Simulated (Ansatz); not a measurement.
# Na4Li2Hg: the cost of one run

Computed with Ansatz 0.2.0 (DFT PBE, scalar-relativistic, plane waves, PAW, unless a step's input says otherwise).

## Step 1: The system as given

The structure is tetragonal, space group I4/mmm (No. 139). Conventional cell: a = 4.258 Å, b = 4.258 Å, c = 13.887 Å, α = 90.00°, β = 90.00°, γ = 90.00°. Na (site symmetry mmm) is surrounded by 2 Hg at 2.13 Å. Na (site symmetry 4mm) has 1 Hg at 2.13 Å in its first shell of neighbours. Around Li (site symmetry 4mm) lie 9 Na at 2.78 to 3.01 Å. Around Hg (site symmetry 4/mmm) lie 6 Na at 2.13 Å.

Structure file:

```cif
data_structure
_symmetry_space_group_name_H-M 'I4/mmm'
_symmetry_Int_Tables_number 139
_cell_length_a 4.2581
_cell_length_b 4.2581
_cell_length_c 13.8873
_cell_angle_alpha 90.000
_cell_angle_beta 90.000
_cell_angle_gamma 90.000
_cell_volume 251.80
loop_
_atom_site_label
_atom_site_type_symbol
_atom_site_symmetry_multiplicity
_atom_site_Wyckoff_symbol
_atom_site_fract_x
_atom_site_fract_y
_atom_site_fract_z
_atom_site_occupancy
Na1 Na 4 c 0.00000 0.50000 0.00000 1
Na2 Na 4 e 0.00000 0.00000 0.15331 1
Li1 Li 4 e 0.00000 0.00000 0.35377 1
Hg1 Hg 2 a 0.00000 0.00000 0.00000 1
```

(A quick probe on a coarse mesh, which set the mesh and smearing, is not shown.)

## Step 3: Rough relaxation on the coarse mesh

input.yaml

```yaml
crystal:
  lattice:
    - [-2.1290425427, 2.1290425427, 6.9436603037]
    - [2.1290425427, -2.1290425427, 6.9436603037]
    - [2.1290425427, 2.1290425427, -6.9436603037]
  atoms:
    - { symbol: Na, position: [0.5, 0.0, 0.5] }
    - { symbol: Na, position: [0.0, 0.5, 0.5] }
    - { symbol: Na, position: [0.15331, 0.15331, 0.0] }
    - { symbol: Na, position: [0.84669, 0.84669, 0.0] }
    - { symbol: Li, position: [0.35377, 0.35377, 0.0] }
    - { symbol: Li, position: [0.64623, 0.64623, 0.0] }
    - { symbol: Hg, position: [0.0, 0.0, 0.0] }
basis:
  ecutwfc: 420
kpoints:
  mp_grid: { grid: [6, 6, 6] }
hamiltonian:
  xc: pbe
scf:
  occupations: { method: gaussian, width: 0.1 }
  lower_state_search: "off"
output:
  forces: true
  stress: true
  eigenvalues: true
relax:
  adjacent_minimum: "off"
  f_tol: 0.04
  max_steps: 70
  cell: { stress_tol: 0.4 }
```

Run with:

```sh
ansatz run input.yaml --threads 1 --pin off --max-ram 2560MiB --backend cpu --events-out ev --progress --plain --runs-dir out
```

Q: Estimate wall time and peak memory on 1 thread of Arm Neoverse V1, shared host.

About 2.9 min, with a peak of 0.57 GiB.
